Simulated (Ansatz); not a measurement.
**GeTeH4: one species, many methods**

Aim: compute GeTeH4 with functionals from several rungs and with coupled cluster. The yardstick is the atomisation energy at the CCSD(T) limit.

Program: Ansatz 0.2.0, Gaussian basis. Level of theory: functionals in def2-TZVPP, the program's frozen cores in correlated methods. These are calculated values, not measurements.

Plan: LDA (SPW92), PBE-D4, revPBE-D4, BLYP-D4, r2SCAN-D4, B97M-V, PBE0-D4, B3LYP-D4, r2SCANh-D4, r2SCAN0-D4, HSE06-D4, BHLYP-D4, CAM-B3LYP-D4, LC-ωPBE, ωB97X-V, ωB97M-V, B2PLYP, PBE-QIDH; CCSD(T)/def2-SVP; CCSD(T)/def2-TZVPP; MP2/def2-QZVPP; extrapolation to the limit; RPA on PBE.

### Step 1. Structure used throughout

All runs share one geometry, relaxed beforehand with PBE0-D4 in a triple-zeta def2 set. Te takes the def2 core potential; no spin-orbit term is included.

SMILES `[GeH3][TeH]`, 6 atoms, charge 0, spin multiplicity 1.

Atoms are counted from 1 here; the program's logs count them from 0.

Bond lengths: Ge1–Te2 2.558 Å, Ge1–H3 1.535 Å, Ge1–H4 1.534 Å, Ge1–H5 1.535 Å, Te2–H6 1.658 Å. Angles: Te2–Ge1–H3 110.7°, Te2–Ge1–H4 105.3°, Te2–Ge1–H5 110.6°, H3–Ge1–H4 110.2°, H3–Ge1–H5 109.9°, H4–Ge1–H5 110.2°, Ge1–Te2–H6 91.6°.

### Step 2. LDA

This LDA is Slater exchange with PW92 correlation.

The input, in.yaml:

```yaml
crystal:
  periodic: [false, false, false]
  atoms:
    - {symbol: Ge, position_ang: [-0.312612, -0.258572, -0.536976]}
    - {symbol: Te, position_ang: [-0.051217, 0.976225, 1.687396]}
    - {symbol: H, position_ang: [0.109000, -1.727836, -0.393815]}
    - {symbol: H, position_ang: [-1.806421, -0.167889, -0.875938]}
    - {symbol: H, position_ang: [0.521138, 0.420526, -1.632632]}
    - {symbol: H, position_ang: [1.582213, 0.693645, 1.705666]}
basis:
  gaussian: {orbitals: def2-TZVPP}
hamiltonian: {xc: lda}
output: {orbitals: {seedname: orbitals}}
```

The runs that follow: PBE-D4 (GGA); revPBE-D4 (GGA); BLYP-D4 (GGA); r2SCAN-D4 (meta-GGA); B97M-V (meta-GGA); PBE0-D4 (hybrid); B3LYP-D4 (hybrid); r2SCANh-D4 (hybrid); r2SCAN0-D4 (hybrid); HSE06-D4 (hybrid); BHLYP-D4 (hybrid); CAM-B3LYP-D4 (range-separated); LC-ωPBE-D4 (range-separated); ωB97X-V (range-separated); ωB97M-V (range-separated); B2PLYP (double hybrid); PBE-QIDH (double hybrid); CCSD(T) in def2-SVP; CCSD(T) in def2-TZVPP; MP2 in def2-QZVPP; RPA on PBE orbitals.

Q: Predict the results of all the runs planned. Wanted: atomisation energy, CCSD(T)/CBS; farthest beyond LDA; mean size of error, GGA; mean size of error, meta-GGA; mean size of error, hybrid; mean size of error, range-separated; mean size of error, double hybrid; gap, smallest and largest; T1 diagnostic.

As calculated:

| quantity | value |
| --- | --- |
| atomisation energy, CCSD(T)/CBS | 1449.8 kJ/mol |
| functionals within 14.5 kJ/mol (1.0 %) | B97M-V, ωB97X-V |
| farthest beyond LDA | revPBE-D4 (-65.0 kJ/mol) |
| mean size of error, GGA | 48.1 kJ/mol |
| mean size of error, meta-GGA | 13.0 kJ/mol |
| mean size of error, hybrid | 38.6 kJ/mol |
| mean size of error, range-separated | 35.0 kJ/mol |
| mean size of error, double hybrid | 45.7 kJ/mol |
| gap, smallest and largest | 3.63 eV (BLYP-D4), 10.13 eV (LC-ωPBE) |
| T1 diagnostic | 0.0107 |
| triples share of the correlation energy | 2.7 % |

The LDA atomisation energy is off by 170.1 kJ/mol (12 %): it overbinds. PBE-D4 misses by -36.5 kJ/mol. Double hybrids carry the basis error of their MP2 part in triple zeta, and no dispersion term here, so their miss is partly the set-up's. By mean error the best rung here is meta-GGA (13.0 kJ/mol) and the worst beyond LDA is GGA (48.1 kJ/mol). The reference freezes the cores and leaves out spin-orbit coupling and excitations past (T), and its outer-core shells are covered unevenly, so misses under about 14.5 kJ/mol can't be ranked. All levels share the lack of spin-orbit coupling, which lowers the free heavy atoms and so the true binding. Hartree-Fock recovers 69 % of the binding; the rest is correlation. CCSD(T) in def2-SVP is off by -125.7 kJ/mol, so the small basis spoils what the method gains. Orbital gaps span 3.6 to 10.1 eV; exact exchange widens them. Correlated methods include outer-core shells of Ge, Te, which these sets cover unevenly.
